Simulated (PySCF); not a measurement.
**KSb (triplet): changing the method**

Aim: see what other levels and later steps give for KSb (triplet).

Computed with PySCF 2.14.0. Level: each script names its method and basis.

7 further runs of the same task are left out: 1 for a known fault of the program, 6 that didn't finish.

## (1) Starting geometry

KSb (triplet): 2 atoms, charge 0, spin multiplicity 3.

No contacts short enough for the rule that draws bonds.

## (2) Base script

Contents of input.py:

```python
from pyscf import gto, dft

mol = gto.M(
    atom='K 0 0 0; Sb 0 0 3.806',
    basis='def2-svpd',
    ecp={'Sb': 'def2-svpd'},
    charge=0,
    spin=2,
    verbose=4,
)
mf = dft.ROKS(mol, xc='wb97')
mf.kernel()
mf.dip_moment()
print('orbital energies (hartree):', mf.mo_energy[..., max(0, mol.nelec[1]-3):mol.nelec[0]+3].round(4))
```

Started as:

```sh
OMP_NUM_THREADS=1 python input.py
```

Its log is not repeated here.

In short: E(SCF) = -840.110908 Eh, 12 cycles, μ = 12.39 D.

The bond length is a typed value, not an optimised one. The triplet is typed in the script; nothing here shows that it is the ground state.

## (3) MP2 (UHF)

Run 1 changes step after the SCF: none → mp2; SCF type: ROKS → UHF; functional: wb97 → none (Hartree–Fock); frozen orbitals: none → 9.

Contents of input.py:

```python
from pyscf import gto, scf, mp

mol = gto.M(
    atom='K 0 0 0; Sb 0 0 3.806',
    basis='def2-svpd',
    ecp={'Sb': 'def2-svpd'},
    charge=0,
    spin=2,
    verbose=4,
)
mf = scf.UHF(mol)
mf.kernel()
mp.MP2(mf, frozen=9).kernel()
mf.dip_moment()
print('orbital energies (hartree):', [e[max(0, n-3):n+3].round(4) for e, n in zip(mf.mo_energy, mol.nelec)])
```

Started as:

```sh
OMP_NUM_THREADS=1 python input.py
```

## (4) Population analysis

Run 2 changes step after the SCF: none → analyze.

Changes to input.py since step 2:

```diff
@@ -12,2 +12,3 @@
 mf.kernel()
+mf.mulliken_pop()
 mf.dip_moment()
```

## (5) Lc_wpbe

Run 3 changes functional: wb97 → lc_wpbe.

Changes to input.py since step 2:

```diff
@@ -10,3 +10,3 @@
 )
-mf = dft.ROKS(mol, xc='wb97')
+mf = dft.ROKS(mol, xc='lc_wpbe')
 mf.kernel()
```

## (6) O3lyp

Run 4 changes functional: wb97 → o3lyp.

Changes to input.py since step 2:

```diff
@@ -10,3 +10,3 @@
 )
-mf = dft.ROKS(mol, xc='wb97')
+mf = dft.ROKS(mol, xc='o3lyp')
 mf.kernel()
```

Q: Predict the outcome of this session. Wanted: for each run, E(SCF); from base; gap, α spin; SCF dipole; after the SCF.

**Answer**, as computed:

```csv
run,E(SCF) (hartree),from base (eV),cycles,"gap, α spin (eV)",SCF dipole (D),after the SCF
base,-840.110908,0,12,n/a,12.39,n/a
MP2 (UHF),-838.357870,not comparable,18,6.76,8.61,"MP2 correlation -3.581 eV, core frozen"
population analysis,-840.110908,0.0000,12,n/a,12.39,n/a
lc_wpbe,-839.955065,not comparable,12,n/a,12.43,n/a
o3lyp,-840.351756,not comparable,12,n/a,9.21,n/a
```

Total energies of different functionals can't be compared with each other; differences within one functional can.
